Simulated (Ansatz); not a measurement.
Consider cell relaxations under several functionals of AlN, space group P6_3mc (Ansatz's Python interface).

`lattice.py`:
```python
import ansatz
import numpy as np

def edges_and_angles(cell):
    cell = np.asarray(cell)
    a, b, c = np.linalg.norm(cell, axis=1)
    cosines = cell[1] @ cell[2] / (b * c), cell[0] @ cell[2] / (a * c), cell[0] @ cell[1] / (a * b)
    return (a, b, c, *np.degrees(np.arccos(cosines)))

aln = (
    ansatz.Lattice.of((3.113, 0.0, 0.0), (-1.5565, 2.695937, 0.0), (0.0, 0.0, 4.981))
    .atom("Al", (1 / 3, 2 / 3, 0.0))
    .atom("Al", (2 / 3, 1 / 3, 0.5))
    .atom("N", (1 / 3, 2 / 3, 0.38))
    .atom("N", (2 / 3, 1 / 3, 0.88))
)

model = (
    aln.calculation()
    .basis(450)
    .kpoints(12, 12, 4)
    .occupations(ansatz.OccupationsMethod.FERMI_DIRAC, width=0.01)
    .relax(cell=True, force_tolerance=0.005)
)

levels = [("r2scan", "none"), ("r2scan", "d4"), ("pbe", "none")]
print("level            a       b       c    alpha   beta  gamma  V/atom  steps")
for name, dispersion in levels:
    seen = []
    run = model.functional(name, dispersion=dispersion).session().plan()
    res = run.execute(on_event=lambda e: seen.append(e) if e["event"] == "relax_step" else None)
    cell = res.lattice.cell_ang
    label = name if dispersion == "none" else f"{name}+{dispersion}"
    print("{:13s} {:7.4f} {:7.4f} {:7.4f} {:6.2f} {:6.2f} {:6.2f}".format(label, *edges_and_angles(cell)), f"{abs(np.linalg.det(cell)) / len(res.lattice.sites):7.3f} {len(seen):5d}")
```

Rank the levels of theory by the volume of the relaxed cell.

From smallest to largest: r2SCAN+D4 (10.32 Å³ an atom, -1.2 % against the start), r2SCAN (10.40 Å³ an atom, -0.4 % against the start) and PBE (10.64 Å³ an atom, +1.8 % against the start). The spread is 3.1 % in volume.

The output:

`python lattice.py` gives:
```text
level            a       b       c    alpha   beta  gamma  V/atom  steps
DeckWarning: basis.ecutwfc = 450 eV is below the records' recommended 500 eV, and the density's cutoff is lower with it unless basis.ecutrho_ratio is high enough to keep the records' density cutoff: compare with a run at a higher cutoff
r2scan         3.1068  3.1068  4.9785  90.00  90.00 120.00  10.404     6
r2scan+d4      3.0991  3.0991  4.9635  90.00  90.00 120.00  10.321     6
pbe            3.1300  3.1300  5.0176  90.00  90.00 120.00  10.643     6
```
(Warnings from the package without file and line.)

The cutoff lies under the one recommended for these potentials in some of the runs. Of the deposited cell: the entry's cell lengths or inner coordinates differ somewhat from later room-temperature determinations. The starting cell is as deposited in a crystallographic database; the results hold for this polymorph, which needn't be the stable one. The whole script took 78 s on 1 thread of Arm Neoverse V1, with other jobs on the host, peak memory 0.51 GiB.
